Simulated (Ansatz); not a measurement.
What does this script print? It uses Ansatz 0.2.0, Python API.

`run_ase_relax.py`
```python
'''ASE drives the relaxation of AlPt.'''

import warnings

import ansatz as az
from ase import Atoms
from ase.calculators.calculator import Calculator, all_changes
from ase.filters import FrechetCellFilter
from ase.optimize import LBFGS
from ase.units import GPa
import numpy as np


class PlaneWaves(Calculator):
    implemented_properties = ['energy', 'free_energy', 'forces', 'stress']

    def calculate(self, atoms=None, properties=('energy',), system_changes=all_changes):
        super().calculate(atoms, properties, system_changes)
        bare = self.atoms.copy()
        bare.set_constraint()
        bare.set_momenta(None)
        job = (
            az.Crystal.from_ase(bare).calculation()
            .accuracy('low')
            .occupations(az.OccupationsMethod.COLD, width=0.2)
            .basis(35 * az.Ry)
            .scf(self_checks='high')
            .functional(az.Functional.LDA)
            .kpoints(7, 7, 7)
            .forces()
            .stress()
        )
        report = job.run(threads=1).report
        self.results['free_energy'] = report['lagrangian_ev']
        self.results['energy'] = report.get('lagrangian_sigma0_ev', report['lagrangian_ev'])
        self.results['forces'] = np.array(report['forces_ev_ang'])
        s = -np.array(report['stress_gpa']) * GPa  # ASE counts tension as positive
        self.results['stress'] = s[[0, 1, 2, 1, 0, 0], [0, 1, 2, 2, 2, 1]]

warnings.simplefilter('ignore')
atoms = Atoms(
    ['Al', 'Pt'],
    cell=[(3.091546, 0.0, 0.0), (0.0, 3.091546, 0.0), (0.0, 0.0, 3.091546)],
    scaled_positions=[
        (0.0, 0.0, 0.0),
        (0.5, 0.5, 0.5),
    ],
    pbc=True,
)
atoms.calc = PlaneWaves()
before = atoms.get_potential_energy(), atoms.get_volume()
target = FrechetCellFilter(atoms)
optimiser = LBFGS(target, logfile=None)


def tell():
    fmax = np.linalg.norm(target.get_forces(), axis=1).max()
    print(f'step {optimiser.nsteps:2d}  E = {atoms.get_potential_energy():.5f} eV  fmax = {fmax:.4f}  V = {atoms.get_volume():.3f} A^3')


optimiser.attach(tell)
met = optimiser.run(fmax=0.02, steps=12)
print('threshold met:', bool(met), ' energy gained:', round(before[0] - atoms.get_potential_energy(), 5), 'eV')
print('cell lengths and angles:', np.round(atoms.cell.cellpar(), 3))
print(np.round(atoms.get_scaled_positions(), 4))
```

Running `python run_ase_relax.py` prints:
```text
step  0  E = -12759.74546 eV  fmax = 0.9259  V = 29.548 A^3
step  1  E = -12759.77546 eV  fmax = 0.5945  V = 28.967 A^3
step  2  E = -12759.79497 eV  fmax = 0.0471  V = 27.954 A^3
step  3  E = -12759.79511 eV  fmax = 0.0021  V = 28.028 A^3
threshold met: True  energy gained: 0.04965 eV
cell lengths and angles: [ 3.038  3.038  3.038 90.    90.    90.   ]
[[0.  0.  0. ]
 [0.5 0.5 0.5]]
```

Notes:
- These settings explore the input space; cutoff and mesh may be short of convergence.
- The run is spin-unpolarised.
- The mesh is modest for a metal, so energies can be off by several to tens of meV an atom and pressures by half a GPa or more; differences at equal mesh fare better.
- Spin-orbit coupling, which matters for elements this heavy, is left out.
- At these settings the cell as given stands under about -10 GPa, so it isn't at this functional's equilibrium volume.
- This cell is a computed structure, which may not be the phase found in nature.
- Timing: 3.7 s on 1 thread of Arm Neoverse V2 (shared host), peak memory 0.4 GiB.
